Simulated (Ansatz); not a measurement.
**BFH₂OSiZn: up Jacob's ladder to CCSD(T)**

The task here is to estimate one member of a computed series from the others.

Computed with Ansatz 0.2.0, Gaussian basis. Level: functionals in def2-TZVPP, the program's frozen cores in correlated methods.

Plan: LDA (SPW92), PBE-D4, revPBE-D4, BLYP-D4, r2SCAN-D4, B97M-V, PBE0-D4, B3LYP-D4, r2SCANh-D4, r2SCAN0-D4, HSE06-D4, BHLYP-D4, CAM-B3LYP-D4, LC-ωPBE, ωB97X-V, ωB97M-V, B2PLYP, PBE-QIDH; CCSD(T)/def2-SVP; CCSD(T)/def2-TZVPP; MP2/def2-QZVPP; extrapolation to the limit; RPA on PBE.

### The geometry

The geometry comes from an earlier relaxation with PBE0-D4 in a triple-zeta def2 set; it is a stationary point, not always the lowest conformer.

SMILES `F[B]1O[SiH2][Zn]1`, 7 atoms, charge 0, spin multiplicity 1.

Atoms are counted from 1 here; the program's logs count them from 0.

Bond lengths: F1–B2 1.315 Å, B2–O3 1.353 Å, B2–Zn5 2.128 Å, O3–Si4 1.729 Å, Si4–Zn5 2.420 Å, Si4–H6 1.490 Å, Si4–H7 1.490 Å. Angles: F1–B2–O3 121.8°, F1–B2–Zn5 147.5°, O3–B2–Zn5 90.7°, B2–O3–Si4 123.1°, O3–Si4–Zn5 73.2°, O3–Si4–H6 105.3°, O3–Si4–H7 105.3°, Zn5–Si4–H6 125.7°, Zn5–Si4–H7 125.7°, H6–Si4–H7 107.4°, B2–Zn5–Si4 73.0°.

Set-up of the first run:

Input file in.yaml:

```yaml
crystal:
  periodic: [false, false, false]
  atoms:
    - {symbol: F, position_ang: [0.243722, -2.271397, 1.514020]}
    - {symbol: B, position_ang: [0.473525, -1.245527, 0.724014]}
    - {symbol: O, position_ang: [-0.497768, -0.357913, 0.406716]}
    - {symbol: Si, position_ang: [-0.234355, 1.001491, -0.628121]}
    - {symbol: Zn, position_ang: [1.875298, -0.173651, -0.464570]}
    - {symbol: H, position_ang: [-0.632110, 2.190690, 0.176153]}
    - {symbol: H, position_ang: [-1.228311, 0.856297, -1.728223]}
basis:
  gaussian: {orbitals: def2-TZVPP}
hamiltonian: {xc: lda}
output: {orbitals: {seedname: orbitals}}
```

The run is started by

```sh
$ ansatz run in.yaml --threads 4 --pin off --events-out ev --progress --plain --max-ram 10444MiB
```

Among the steps run: LDA; PBE-D4 (GGA); revPBE-D4 (GGA); BLYP-D4 (GGA); r2SCAN-D4 (meta-GGA); B97M-V (meta-GGA); B3LYP-D4 (hybrid); r2SCANh-D4 (hybrid); r2SCAN0-D4 (hybrid); HSE06-D4 (hybrid); BHLYP-D4 (hybrid); CAM-B3LYP-D4 (range-separated); LC-ωPBE (range-separated); ωB97X-V (range-separated); ωB97M-V (range-separated); B2PLYP (double hybrid); PBE-QIDH (double hybrid).

One table of the session follows, with a row left open; its other results are not shown here.

It belongs to the step «Frontier levels by functional». 

```
  functional  HOMO (eV)  LUMO (eV)  gap (eV)
 LDA (SPW92)      -5.37      -3.23      2.13
      PBE-D4      -5.21      -3.03      2.18
   revPBE-D4      -5.15      -2.94      2.20
     BLYP-D4      -5.08      -2.99      2.09
   r2SCAN-D4      -5.39      -2.87      2.52
      B97M-V      -5.42      -3.08      2.33
     PBE0-D4      -6.15      -2.34      3.81
    B3LYP-D4      -5.99      -2.61      3.38
  r2SCANh-D4      -5.74      -2.61      3.13
  r2SCAN0-D4          ?          ?         ?
    HSE06-D4      -5.76      -2.70      3.06
    BHLYP-D4      -7.00      -1.71      5.29
CAM-B3LYP-D4      -7.36      -1.54      5.82
     LC-ωPBE      -8.55      -0.46      8.09
     ωB97X-V      -8.26      -0.55      7.71
     ωB97M-V      -8.10      -0.72      7.38
```

Q: Estimate the row for r2SCAN0-D4 from the others.

Worked estimate for «HOMO (eV)». Against the share of exact exchange, r2SCAN-D4 (0, -5.39), r2SCANh-D4 (0.1, -5.74) give a slope of -3.50 per unit share; at 0.25 the line stands at -6.26.

As computed: HOMO (eV): -6.27; LUMO (eV): -2.23; gap (eV): 4.04. In «HOMO (eV)» the line misses by +0.01.
